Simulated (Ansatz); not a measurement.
# Ir2Ru3: from a guess to a relaxed structure

Where does this trial cell of Ir2Ru3 go when cell and atoms are let free?

Program: Ansatz 0.2.0. Level of theory: DFT PBE, scalar-relativistic, plane waves, PAW. These are calculated values, not measurements.

## (1) Starting point

It takes space group P6_3/mmc (No. 194, hexagonal). Conventional cell: a = 2.710 Å, b = 2.710 Å, c = 21.551 Å, α = 90.00°, β = 90.00°, γ = 120.00°. Around Ru (site symmetry 3m) lie 3 Ir at 2.66 Å and 9 Ru at 2.66 to 2.71 Å. Ru (site symmetry -6m2) is surrounded by 6 Ir at 2.66 Å and 6 Ru at 2.71 Å. Around Ir (site symmetry 3m) lie 6 Ru at 2.66 Å and 6 Ir at 2.71 Å.

As a file:

```xyz
10
Lattice="2.7102 0.0000 0.0000 -1.3551 2.3471 0.0000 0.0000 0.0000 21.5511" Properties=species:S:1:pos:R:3 pbc="T T T"
Ru    0.0000    1.5647   20.4735
Ru    0.0000    1.5647   11.8531
Ru    0.0000    1.5647   16.1633
Ru    1.3551    0.7824    1.0776
Ru    1.3551    0.7824    5.3878
Ru    1.3551    0.7824    9.6980
Ir    0.0000    1.5647    3.2327
Ir    0.0000    1.5647    7.5429
Ir    1.3551    0.7824   14.0082
Ir    1.3551    0.7824   18.3184
```

The start is an ordering of an alloy on its end members' structure types: elements ordered on the sites of the Gd type, Ru/Ir on Gd (P6_3/mmc, No. 194).

## (2) The guess as it stands, on a coarse mesh

input.yaml reads:

```yaml
crystal:
  lattice:
    - [2.71018695, 0.0, 0.0]
    - [-1.35509348, 2.34709075, 0.0]
    - [0.0, 0.0, 21.55105048]
  atoms:
    - { symbol: Ru, position: [0.33333333, 0.66666667, 0.95] }
    - { symbol: Ru, position: [0.33333333, 0.66666667, 0.55] }
    - { symbol: Ru, position: [0.33333333, 0.66666667, 0.75] }
    - { symbol: Ru, position: [0.66666667, 0.33333333, 0.05] }
    - { symbol: Ru, position: [0.66666667, 0.33333333, 0.25] }
    - { symbol: Ru, position: [0.66666667, 0.33333333, 0.45] }
    - { symbol: Ir, position: [0.33333333, 0.66666667, 0.15] }
    - { symbol: Ir, position: [0.33333333, 0.66666667, 0.35] }
    - { symbol: Ir, position: [0.66666667, 0.33333333, 0.65] }
    - { symbol: Ir, position: [0.66666667, 0.33333333, 0.85] }
basis:
  ecutwfc: 420
kpoints:
  mp_grid: { grid: [6, 6, 1] }
hamiltonian:
  xc: pbe
scf:
  occupations: { method: gaussian, width: 0.1 }
  lower_state_search: "off"
output:
  forces: true
  stress: true
  eigenvalues: true
```

Run with:

```sh
$ ansatz run input.yaml --threads 1 --pin off --max-ram 2560MiB --backend cpu --events-out ev --progress --plain --runs-dir out
```

Further runs follow: coarse relaxation; spin check on a coarse mesh; relaxation on the finer mesh.

Q: Predict the outcome of this session. Wanted: conventional cell; volume; energy over the elements; gap on the mesh.

The runs gave:

```
                              quantity                                                                        value
symmetry at the end (tolerance 0.05 Å)                                               space group P6_3/mmc (No. 194)
                     conventional cell  a = 2.736 Å, b = 2.736 Å, c = 21.692 Å, α = 90.00°, β = 90.00°, γ = 120.00°
                                volume                                                                14.06 Å³/atom
              energy over the elements                                                                -0.03 eV/atom
                       gap on the mesh                                                                 none (metal)
```

What this shows: The space group P6_3/mmc (No. 194) is kept, and the volume per atom grows by 2.5 % from the first guess. The formation energy of this structure is too near zero to say whether it is bound against the elements. No finished test with a distortion of lower symmetry is shown, so the end may be a saddle point. The runs treat Ir without spin-orbit coupling. Other magnetic orders were not searched.
